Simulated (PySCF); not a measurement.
# BF4H2O: the cost of one run

Program: PySCF 2.14.0. Level of theory: levels as typed in each script, gas phase, geometry from GFN2-xTB. These are calculated values, not measurements.

## (1) Starting geometry

SMILES `F[B-](F)(F)F.O`, 8 atoms, charge -1, spin multiplicity 1.

Bond lengths: F1–B2 1.383 Å, B2–F3 1.396 Å, B2–F4 1.383 Å, B2–F5 1.395 Å, O6–H7 0.963 Å, O6–H8 0.964 Å. Angles: F1–B2–F3 109.5°, F1–B2–F4 110.3°, F1–B2–F5 109.5°, F3–B2–F4 109.5°, F3–B2–F5 108.4°, F4–B2–F5 109.5°, H7–O6–H8 102.1°.

Coordinates:

```
F     1.4627   -0.0196    1.1344
B     0.6723   -0.0002   -0.0001
F    -0.1439    1.1316    0.0196
F     1.4627    0.0200   -1.1344
F    -0.1435   -1.1318   -0.0196
O    -2.8316    0.0001    0.0000
H    -2.2260    0.7486    0.0034
H    -2.2257   -0.7497   -0.0033
```

## (2) Binding of the two fragments (r2SCAN/6-311+g**)

input.py

```python
import numpy as np
from pyscf import gto, scf, dft
from pyscf.scf import atom_ks, atom_hf
from scipy.linalg import block_diag
from pyscf.dispersion import dftd3

def solve(mol, dm0=None, hcore=None):
    mf = (dft.UKS if mol.spin else dft.RKS)(mol, xc='r2scan')
    mf.grids.level = 3
    mf = mf.density_fit(auxbasis='def2-universal-jkfit')
    mf.conv_tol, mf.max_cycle = 1e-8, 80
    if hcore is not None:
        mf.get_hcore = lambda *args: hcore
    mf.kernel(dm0)
    if not mf.converged:
        mf = mf.newton().run(mf.mo_coeff, mf.mo_occ, max_cycle=30)
    assert mf.converged, 'SCF not converged'
    return mf

mol = gto.M(atom='''
F      1.46275    -0.01958     1.13439
B      0.67234    -0.00021    -0.00006
F     -0.14392     1.13157     0.01960
F      1.46270     0.01997    -1.13440
F     -0.14346    -1.13182    -0.01956
O     -2.83159     0.00011    -0.00001
H     -2.22597     0.74855     0.00339
H     -2.22566    -0.74965    -0.00327
''', basis='6-311+g**', charge=-1, spin=0, verbose=4)
mol_a = gto.M(atom='''
F      1.46275    -0.01958     1.13439
B      0.67234    -0.00021    -0.00006
F     -0.14392     1.13157     0.01960
F      1.46270     0.01997    -1.13440
F     -0.14346    -1.13182    -0.01956
ghost-O     -2.83159     0.00011    -0.00001
ghost-H     -2.22597     0.74855     0.00339
ghost-H     -2.22566    -0.74965    -0.00327
''', basis='6-311+g**', charge=-1, spin=0, verbose=4)
mol_b = gto.M(atom='''
ghost-F      1.46275    -0.01958     1.13439
ghost-B      0.67234    -0.00021    -0.00006
ghost-F     -0.14392     1.13157     0.01960
ghost-F      1.46270     0.01997    -1.13440
ghost-F     -0.14346    -1.13182    -0.01956
O     -2.83159     0.00011    -0.00001
H     -2.22597     0.74855     0.00339
H     -2.22566    -0.74965    -0.00327
''', basis='6-311+g**', charge=0, spin=0, verbose=4)
ab, a, b = solve(mol), solve(mol_a), solve(mol_b)
e_int = ab.e_tot - a.e_tot - b.e_tot
print('counterpoise-corrected interaction energy / kcal/mol', e_int * 627.5095)
def disp(atoms, charge):
    m = gto.M(atom=atoms, charge=charge, basis='sto-3g', spin=None, unit='Bohr', verbose=0)
    return dftd3.DFTD3Dispersion(m, xc='r2scan', version='d3bj').get_dispersion()['energy']
e_disp = disp(mol._atom, mol.charge) - disp(mol._atom[:5], mol_a.charge) - disp(mol._atom[5:], mol_b.charge)
print('D3(BJ) part / kcal/mol', e_disp * 627.5095)
# spherically averaged free atoms, for the promolecule
atm = atom_ks.get_atm_nrks(mol, xc='r2scan')
pro = block_diag(*[(atm[a[0]][2] * atm[a[0]][3]) @ atm[a[0]][2].T for a in mol._atom])
np.savez('result.npz', e_int=e_int, e_disp=e_disp, dm_a=a.make_rdm1(), dm_b=b.make_rdm1(), c=ab.mo_coeff, occ=ab.mo_occ, eps=ab.mo_energy, pro=pro, d=[f.dip_moment(verbose=0) for f in (ab, a, b)])
```

Launch:

```sh
OMP_NUM_THREADS=1 python input.py
```

What time and memory should one allow on 1 thread of Intel Xeon Platinum 8259CL at 2.50GHz (Skylake/Cascade Lake), shared host?

About 74 s, with a peak of 0.59 GiB.
